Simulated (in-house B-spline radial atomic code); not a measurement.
**Co⁴⁺: ionisation energy by several methods**

One table from this session's results is given with a row withheld; the runs are named, their logs left out.

Program: in-house B-spline radial atomic code version 1. Level of theory: Dirac-Coulomb, several functionals; spherical all-electron atom at the radial basis limit. These are calculated values, not measurements, unless marked.

## The system

```
element       : cobalt (Z = 27)
charge        : +4
electrons     : 23
configuration : [Ar] 3d5
nucleus       : Fermi, rms radius 3.788 fm
```

The outer shells:

[Ar] 3d5
```
[Ar] core
3d [↑ ][↑ ][↑ ][↑ ][↑ ]
```

The boxes only draw the filling; these runs are spin-restricted and spherical.

Set-up of the first run:

Settings, as recorded:

```ini
Z = 27
electrons = 23.0
configuration = [Ar] 3d5
hamiltonian = dirac
method = lda,vwn
spin_polarised = False
nucleus = fermi
rms_radius = 3.7875
mass_number = 59
atomic_mass = 58.933193524
speed_of_light = 137.035999084
```

Steps of the session up to this table: LDA (VWN5); AM05; relativistic LDA; PW91; PBE; LDA (PW92).

One of the session's tables, all rows but one given; the rest of the session is left out.

```
          method  ΔSCF (eV)
      LDA (VWN5)     77.632
relativistic LDA     77.653
      LDA (PW92)     77.622
            AM05          ?
            PW91     77.463
             PBE     77.326
```

Estimate the missing values for AM05.

The run gave: ΔSCF (eV): 77.309. In the column «ΔSCF (eV)» it is the lowest.

**Reading.** The tabulated ionisation energy is 79.5 ± 0.2 eV (semi-empirical; NIST Atomic Spectra Database). relativistic LDA comes nearest (-1.847 eV) and AM05 is farthest (-2.191 eV, 2.8 %). All methods miss on the same side by much the same amount, which points to something that they share. PBE is off by -2.174 eV. Open shells are averaged (over orientations, and over spins where the run is restricted), while tables refer to the lowest levels. For the semilocal functionals minus the highest level recovers only 85 % of their own ΔSCF value, a mark of self-interaction.

Members of this set that are not shown: 8 used exact exchange with fractional occupations of an open shell, which is unsound here.
